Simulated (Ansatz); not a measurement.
Pt3Rh:

```
Pt Rh
1.0
     3.90987    0.00000    0.00000
     0.00000    3.90987    0.00000
     0.00000    0.00000    3.90987
Pt Rh
3 1
Direct
  0.00000 0.00000 0.50000
  0.00000 0.50000 0.00000
  0.50000 0.00000 0.00000
  0.50000 0.50000 0.50000
```

The cell comes from a database or a generator and needn't be the stable form of this composition.

Base run:

```yaml
Program: Ansatz 0.2.0
Functional: LDA
Potentials_or_basis: all-electron LAPW, scalar-relativistic
Cutoff: 252 eV
Density_cutoff: 1010 eV
Basis_error_allowed: 0.002 eV/atom
k_mesh: 7 × 7 × 7
Occupations: fermi-dirac, width 0.05 eV
Spin: no spin polarisation
```

Its results: pressure -11.0 GPa.

Question: The run is repeated on the same cell with these changes: functional from LDA to PBEsol. What comes out?

Answer: Pressure -5.6 GPa.

PBEsol binds less tightly than LDA, so the same cell stands under more pressure.

Not every run made on this cell is shown here.
